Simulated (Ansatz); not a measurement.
This script makes an equation of state with a fit of B2Ru, space group Pmmn with Ansatz's Python interface.

`eos_b2ru.py`:
```python
"""Equation of state of B2Ru."""

import ansatz as az
import numpy as np

VECTORS = np.array([
    [2.865, 0.0, 0.0],
    [0.0, 4.645, 0.0],
    [0.0, 0.0, 4.045],
])
SITES = [
    ("B", (0.0, 0.809, 0.361)),
    ("B", (0.0, 0.191, 0.361)),
    ("B", (0.5, 0.309, 0.639)),
    ("B", (0.5, 0.691, 0.639)),
    ("Ru", (0.0, 0.0, 0.8492)),
    ("Ru", (0.5, 0.5, 0.1508)),
]


def crystal_on(cell):
    crystal = az.Crystal(lattice=az.Lattice.of(cell))
    for symbol, position in SITES:
        crystal = crystal.atom(symbol, position)
    return crystal

# uniform scaling of the cell
volumes, energies, pressures = [], [], []
for scale in np.linspace(0.88, 1.12, 7):
    cell = VECTORS * scale ** (1 / 3)
    model = (
        crystal_on(cell).calculation()
        .occupations("Marzari-Vanderbilt")
        .basis(450)
        .functional("PBEsol")
        .kpoints(8, 5, 6)
        .stress()
    )
    summary = model.run(threads=1, backend="cpu").report
    volumes.append(abs(np.linalg.det(cell)) / len(SITES))
    energies.append(summary["free_energy_ev"] / len(SITES))
    pressures.append(np.trace(summary["stress_gpa"]) / 3)
    print(f"V = {volumes[-1]:8.4f} A^3/atom  F = {energies[-1]:.5f} eV/atom  P = {pressures[-1]:8.3f} GPa")

# third-order Birch-Murnaghan: a cubic in V^(-2/3)
x = np.array(volumes) ** (-2 / 3)
poly = np.polynomial.Polynomial.fit(x, energies, 3).convert()
roots = poly.deriv().roots()
x0 = min((r.real for r in roots if abs(r.imag) < 1e-9 and poly.deriv(2)(r.real) > 0), key=lambda r: abs(r - x.mean()))
v0 = x0 ** -1.5
b0 = 4 / 9 * poly.deriv(2)(x0) * v0 ** (-7 / 3) * 160.21766
b1 = 4 + 2 / 3 * x0 * poly.deriv(3)(x0) / poly.deriv(2)(x0)
print(f"V0 = {v0:.4f} A^3/atom, B0 = {b0:.1f} GPa, dB/dP = {b1:.2f}")
```

Its results, one of them left out:

| V (Å³/atom) | F less the lowest row shown (meV/atom) |
| --- | --- |
| 7.895 | ? |
| 8.254 | 41.21 |
| 8.613 | 3.93 |
| 8.972 | 0.00 |
| 9.331 | 23.12 |
| 9.690 | 68.18 |
| 10.048 | 131.01 |

What is the missing energy at 7.895 Å³ an atom?

A third-order Birch-Murnaghan fit, E = E0 + (9 V0 B0 / 16) [(t - 1)³ B' + (t - 1)² (6 - 4t)] with t = (V0/V)^(2/3), through the 6 rows shown gives V0 = 8.837 Å³, B0 = 320.4 GPa, B' = 4.18 and E0 = -2.00 meV. At V = 7.895 Å³, t = 1.07800, and the fit extrapolates to 119.81 meV. The run gave 119.63 meV, a miss of 0.18 meV.

Caveats:
- The run is spin-unpolarised.
- Shape and fractional positions are held along the curve, so the bulk modulus is an upper value where they are free to relax.
- For a metal this k-point mesh is coarse: on a finer one energies can move by several to tens of meV an atom and pressures by half a GPa or more, differences at one mesh by less.
- Pressure is positive in compression.
- The structure is a deposited one; some such entries were measured under pressure or heat, so a shift against it needn't be the functional's error alone.
- Timing: 26 s on 1 thread of Arm Neoverse V2 (shared host), peak memory 0.44 GiB.
